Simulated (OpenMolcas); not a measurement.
# Cr²⁺ among point charges: CASSCF and CASPT2 levels and susceptibility

How does a field of 6 point charges split the states of Cr²⁺, and what χT follows?

The numbers are computed with OpenMolcas 26.06 (state-averaged CASSCF and CASPT2, spin-orbit coupling by RASSI with atomic mean-field integrals), except any that are marked as measured or tabulated.

## Step 1: The system

```
Species                           : Cr²⁺ (chromium, Z = 24, 22 electrons)
Basis                             : ANO-RCC-VDZP [5s4p2d1f], 34 functions
Scalar Hamiltonian                : DKH2, point nucleus
Inactive shells                   : 1s 2s 2p 3s 3p
Active space                      : 4 electrons in 5 orbitals (3d)
Some configurations of this space : 3d4
Orbitals                          : optimised for each spin and parity, averaged over all roots
```

Outer shells as boxes (Hund's rule):

3d4
```
3d [↑ ][↑ ][↑ ][↑ ][  ]
```

The ion sits among 6 point charges of -2 e arranged as a tetragonal octahedron (D4h), 2.07 Å from the ion, with the axial distance 2.256 Å.

The work runs as a chain of OpenMolcas steps in one folder; each step below is one input file. Labels, J, g values, rates, χT and fits are worked out afterwards by a script from the matrices that RASSI stores. The input lists half of the charges; inversion (Group=XYZ) makes the rest.

## Step 2: One- and two-electron integrals

The input, a.inp:

```
&GATEWAY
Coord
1

Cr 0.0 0.0 0.0
Basis=ANO-RCC-VDZP
Group=XYZ
NoMove
AngMom=0.0 0.0 0.0
AMFI
XField
3 Angstrom 0
2.070000 0.000000 0.000000 -2.000000
0.000000 2.070000 0.000000 -2.000000
0.000000 0.000000 2.256300 -2.000000
&SEWARD
```

Started as:

```sh
> OMP_NUM_THREADS=1 MOLCAS_MEM=1689 MOLCAS_PROJECT=a pymolcas a.inp > a.log
```

## Step 3: CASSCF: quintets of even parity, 5 roots

The input, a.inp:

```
&RASSCF
FileOrb=start.orb
Symmetry=1
Spin=5
nActEl=4 0 0
Inactive=3 6
Ras2=5 0
CIRoot=5 5 1
SDav=5
CIMx=300
Iter=120 100
PrWF=0.3
OrbListing=Nothing
MaxOrb=0
>>> COPY $Project.JobIph JOB001
```

start.orb holds the contracted functions of the basis, ordered by shell, or the orbitals of the step before.

## Step 4: CASSCF: triplets of even parity, 45 roots

The input, a.inp:

```
&RASSCF
FileOrb=start.orb
Symmetry=1
Spin=3
nActEl=4 0 0
Inactive=3 6
Ras2=5 0
CIRoot=45 45 1
SDav=45
CIMx=300
Iter=120 100
PrWF=0.3
OrbListing=Nothing
MaxOrb=0
>>> COPY $Project.JobIph JOB002
```

## Step 5: CASSCF: singlets of even parity, 50 roots

The input, a.inp:

```
&RASSCF
FileOrb=start.orb
Symmetry=1
Spin=1
nActEl=4 0 0
Inactive=3 6
Ras2=5 0
CIRoot=50 50 1
SDav=50
CIMx=300
Iter=120 100
PrWF=0.3
OrbListing=Nothing
MaxOrb=0
>>> COPY $Project.JobIph JOB003
```

## Step 6: State interaction with spin-orbit coupling

The input, a.inp:

```
&RASSI
NrOfJobIphs=3 5 45 50
1 2 3 4 5
1 2 3 4 5 6 7 8 9 10 11 12 13 14 15 16 17 18 19 20 21 22 23 24 25 26 27
28 29 30 31 32 33 34 35 36 37 38 39 40 41 42 43 44 45
1 2 3 4 5 6 7 8 9 10 11 12 13 14 15 16 17 18 19 20 21 22 23 24 25 26 27
28 29 30 31 32 33 34 35 36 37 38 39 40 41 42 43 44 45 46 47 48 49 50
IphNames
JOB001
JOB002
JOB003
EJob
SpinOrbit
DIPRint=1.0
SOCoupling=1000.0
Subsets=2
Property=9
'ANGMOM' 1 'ANGMOM' 2 'ANGMOM' 3 'MLTPL  1' 1 'MLTPL  1' 2 'MLTPL  1' 3
'AMFI' 1 'AMFI' 2 'AMFI' 3
SOProperty=3
'ANGMOM' 1 'ANGMOM' 2 'ANGMOM' 3
```

## Step 7: CASPT2: IPEA 0.25, imaginary shift 0.1 (closed shells correlated: 3s 3p)

The input, a.inp:

```
>>> COPY JOB001 $Project.JobIph
&CASPT2
Multistate=5 1 2 3 4 5
NoMult
Frozen=2 3
IPEA=0.25
Imaginary=0.1
MaxIter=60
WThr=0.0 0.3 0.05
PrWF=0.5
NoMix
>>> COPY JOB002 $Project.JobIph
&CASPT2
Multistate=45 1 2 3 4 5 6 7 8 9 10 11 12 13 14 15 16 17 18 19 20 21 22
23 24 25 26 27 28 29 30 31 32 33 34 35 36 37 38 39 40 41 42 43 44 45
NoMult
Frozen=2 3
IPEA=0.25
Imaginary=0.1
MaxIter=60
WThr=0.0 0.3 0.05
PrWF=0.5
NoMix
>>> COPY JOB003 $Project.JobIph
&CASPT2
Multistate=50 1 2 3 4 5 6 7 8 9 10 11 12 13 14 15 16 17 18 19 20 21 22
23 24 25 26 27 28 29 30 31 32 33 34 35 36 37 38 39 40 41 42 43 44 45 46
47 48 49 50
NoMult
Frozen=2 3
IPEA=0.25
Imaginary=0.1
MaxIter=60
WThr=0.0 0.3 0.05
PrWF=0.5
NoMix
```

(Steps that only read results are left out.)

Q: Predict the outcome of this session. Wanted: spin-free ground state; first state of the same spin within the active space; lowest level; next level.

As calculated:

| quantity | value |
| --- | --- |
| method | SS-CASPT2, IPEA 0.25, imaginary shift 0.1 (closed shells correlated: 3s 3p) |
| spin-free ground state | 5B1, 1-fold in its orbital part |
| first state of the same spin within the active space | 5A1 at 4260 cm⁻¹ |
| lowest level | 2-fold, g = 0.00, 0.00, 7.72 |
| next level | 9.0 cm⁻¹ |
| χT at 300 K | 2.95 cm³ K/mol |
| effective moment at 300 K | 4.85 μB |

Cost by method:

| method | time of its own steps | time with the reference |
| --- | --- | --- |
| A. CASSCF | 34 s | 34 s |
| B. SS-CASPT2, IPEA 0.25, imaginary shift 0.1, +3s 3p | 8.3 s | 42 s |

Times are of one thread on a shared host.

What this shows: The spin-free ground state (5B1) comes to 100 % from free-ion D terms and keeps the highest spin of the shell. χT at 300 K is 2.95, against 3.01 cm³ K/mol for the spin alone; near agreement at one temperature doesn't show that the orbital moment is quenched. An active space of the d shell alone favours high spin; real ions in strong fields can be low spin. The field of point charges can differ much from that of real complexes. With metal d orbitals alone active, the gaps between spin states are rough; where two lie within a few thousand cm-1, their order is open. This is an electrostatic model: the charges have no orbitals.
